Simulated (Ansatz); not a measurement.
Consider an atomisation energy of AsBGeH5O, SMILES [GeH2][O]B[AsH2] (the Ansatz DFT code, driven from Python).

The script reads `asbgeh5o.xyz`:
```text
9

Ge   -1.85940   -0.39560    0.41920
O    -0.52060   -0.68130   -0.73460
B     0.68300   -0.73840    0.09180
As    1.80200    0.94210    0.39560
H    -1.81290    1.07290    0.91460
H    -3.21340   -0.65580   -0.28880
H     1.06070   -1.77590    0.51290
H     2.87340    0.47990   -0.64520
H     0.98730    1.75200   -0.66550
```

The script, `run_tae.py`:
```python
"""Atomisation energy of AsBGeH5O at the given geometry."""

from collections import Counter

import ansatz as az

BASIS = "cc-pVDZ"
XC = "PBE"


def energy(molecule, charge=0, unpaired=0):
    calc = molecule.calculation().basis(gaussian=BASIS).functional(XC)
    if charge:
        calc = calc.charge(charge)
    if unpaired:
        calc = calc.spin("collinear", total=unpaired)
    return calc.run().report["free_energy_ev"]

mol = az.Crystal.molecule_from_extxyz("asbgeh5o.xyz")

# Hund ground states
unpaired = {"Ge": 2, "O": 2, "B": 1, "As": 3, "H": 1}
counts = Counter(site.symbol for site in mol.cartesian_sites)
atom_energy = {s: energy(az.Crystal.molecule().atom(s, (0, 0, 0)), 0, unpaired[s]) for s in counts}
whole = energy(mol, 0, 1)
for s, e in atom_energy.items():
    print(f"{s:2s} x{counts[s]}  {e:14.5f} eV")
print(f"AsBGeH5O: {whole:.5f} eV")
split = sum(counts[s] * e for s, e in atom_energy.items()) - whole
print(f"atomisation energy (no zero-point term): {96.485332 * split:.1f} kJ/mol, {split / sum(counts.values()):.3f} eV an atom")
```

What does it cost to take this molecule apart into atoms?

2614.7 kJ/mol from the electronic energies, without the zero-point term.

The run itself:

```console
$ python run_tae.py
Ge x1    -56506.43999 eV
O  x1     -2040.34830 eV
B  x1      -669.59631 eV
As x1    -60829.52094 eV
H  x5       -13.56836 eV
AsBGeH5O: -120140.84715 eV
atomisation energy (no zero-point term): 2614.7 kJ/mol, 3.011 eV an atom
```

Total energies depend on the basis set; only differences at equal settings carry meaning. The geometry is a force-field or estimated start, not a minimum of this method, and the basis set is short of its limit. All parts are taken at fixed geometry, without zero-point energy. The species is open-shell (spin multiplicity 2). This functional overbinds, so such energies come out a few per cent too high (LDA far more). Wall time of the script: 5 s on 1 thread of Intel(R) Xeon(R) 6975P-C (Granite Rapids), with other jobs on the host, peak memory 0.25 GiB.

(Lines on the test bed's own set-up are left out of the output.)
